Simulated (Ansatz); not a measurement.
Geometry optimisation, Ansatz, DFT PBE, scalar-relativistic, plane waves, PAW.

Input file:

```yaml
crystal:
  lattice:
    - [8.1, 0.0, 0.0]
    - [0.0, 8.1, 0.0]
    - [0.0, 0.0, 8.1]
  atoms:
    - { symbol: Al, position: [0.495449, -0.0048956, 0.0039354] }
    - { symbol: Al, position: [0.7511191, 0.2564237, -5.24e-05] }
    - { symbol: Mg, position: [0.7534379, -0.0009534, 0.2529247] }
    - { symbol: Al, position: [0.0063409, -0.001921, -0.0056373] }
    - { symbol: Al, position: [0.2430369, 0.2565133, 0.0006791] }
    - { symbol: Al, position: [0.4984276, 0.498687, -0.0016744] }
    - { symbol: Al, position: [0.7524473, 0.7488295, 0.0026585] }
    - { symbol: Al, position: [0.2493682, -0.0018006, 0.2553325] }
    - { symbol: Al, position: [0.4983243, 0.2481772, 0.2457132] }
    - { symbol: Al, position: [0.7442744, 0.4977979, 0.2460928] }
    - { symbol: Al, position: [0.4998926, -0.0016236, 0.4998059] }
    - { symbol: Al, position: [0.7516407, 0.258023, 0.4975393] }
    - { symbol: Al, position: [0.755941, -0.0012583, 0.7418944] }
    - { symbol: Al, position: [-0.0015935, 0.4965933, -0.0058854] }
    - { symbol: Al, position: [0.2483223, 0.7453669, 0.0032606] }
    - { symbol: Al, position: [0.0011285, 0.2498025, 0.2462007] }
    - { symbol: Al, position: [0.2508874, 0.4977157, 0.2519774] }
    - { symbol: Al, position: [0.5053039, 0.7511566, 0.2449565] }
    - { symbol: Al, position: [0.0043264, 0.0040526, 0.4967121] }
    - { symbol: Al, position: [0.2551054, 0.25439, 0.5027311] }
    - { symbol: Al, position: [0.5018322, 0.4993367, 0.5026644] }
    - { symbol: Al, position: [0.2471844, -0.0081518, 0.7440968] }
    - { symbol: Al, position: [0.4952754, 0.2540655, 0.7460648] }
    - { symbol: Al, position: [0.7452561, 0.496061, 0.7516397] }
    - { symbol: Al, position: [0.0101867, 0.7488756, 0.2582596] }
    - { symbol: Al, position: [0.0026205, 0.5050207, 0.5047746] }
    - { symbol: Al, position: [0.2447689, 0.7533882, 0.5020185] }
    - { symbol: Al, position: [0.0010146, 0.2455301, 0.7521493] }
    - { symbol: Al, position: [0.253044, 0.5067422, 0.7512229] }
    - { symbol: Al, position: [0.4972953, 0.7545029, 0.7464167] }
    - { symbol: Al, position: [0.0048024, 0.753589, 0.7566086] }
basis:
  ecutwfc: 420.0
kpoints:
  mp_grid: { grid: [3, 3, 3] }
hamiltonian:
  xc: pbe
  pseudopotentials: { kind: paw, azcp: { folder: soft_1 } }
scf:
  occupations: { method: gaussian, width: 0.05 }
  lower_state_search: "off"
relax:
  f_tol: 0.03
  max_steps: 60
  adjacent_minimum: "off"
output:
  write_density: true
  write_potential: true
  elf: true
  volumetric_format: npy
```

Launched with:

```bash
$ ansatz run input.yaml --threads 4 --pin off --max-ram 10240MiB --backend cpu --events-out ev --progress --plain --runs-dir out
```

Task: Where does it end, and by what steps?

Result: The run converged. The force dipped under the threshold on the way, but the program's further checks kept it going. Limits of this set-up: coarse k mesh. After 3 steps the energy has fallen by 0.315 eV; Al22 moved furthest, 0.11 Å.

```csv
step,energy less start (eV),largest force component (eV/Å),accepted
0,0.0000,0.526,yes
1,-0.2899,0.173,yes
2,-0.3147,0.009,yes
3,-0.3147,0.009,yes
```

```xyz
31
Lattice="8.1000 0.0000 0.0000 0.0000 8.1000 0.0000 0.0000 0.0000 8.1000" Properties=species:S:1:pos:R:3
Al 4.036 0.014 -0.018
Al 6.079 2.053 -0.027
Mg 6.079 -0.082 2.107
Al 0.023 0.012 -0.016
Al 2.028 2.036 -0.009
Al 4.033 4.038 -0.015
Al 6.080 6.057 -0.028
Al 2.030 0.021 2.004
Al 4.036 2.043 2.011
Al 6.079 4.101 2.048
Al 4.006 -0.004 4.082
Al 6.080 2.053 4.067
Al 6.079 -0.022 6.027
Al 0.023 4.040 -0.015
Al 2.030 6.069 -0.028
Al 0.022 2.044 2.013
Al 2.029 4.027 2.014
Al 4.005 6.045 2.031
Al 0.053 -0.003 4.082
Al 2.030 2.056 4.055
Al 4.066 4.079 4.057
Al 2.029 0.012 6.099
Al 4.033 2.042 6.086
Al 6.080 4.073 6.052
Al 0.054 6.046 2.031
Al -0.006 4.079 4.058
Al 2.029 6.059 4.069
Al 0.025 2.040 6.088
Al 2.028 4.041 6.085
Al 4.064 6.068 6.048
Al -0.006 6.070 6.050
```

Whether the end is a true minimum wasn't checked by a vibrational analysis.

Run time: 69 s on 4 threads of Arm Neoverse V2, on a shared host, peak memory 1.4 GiB.
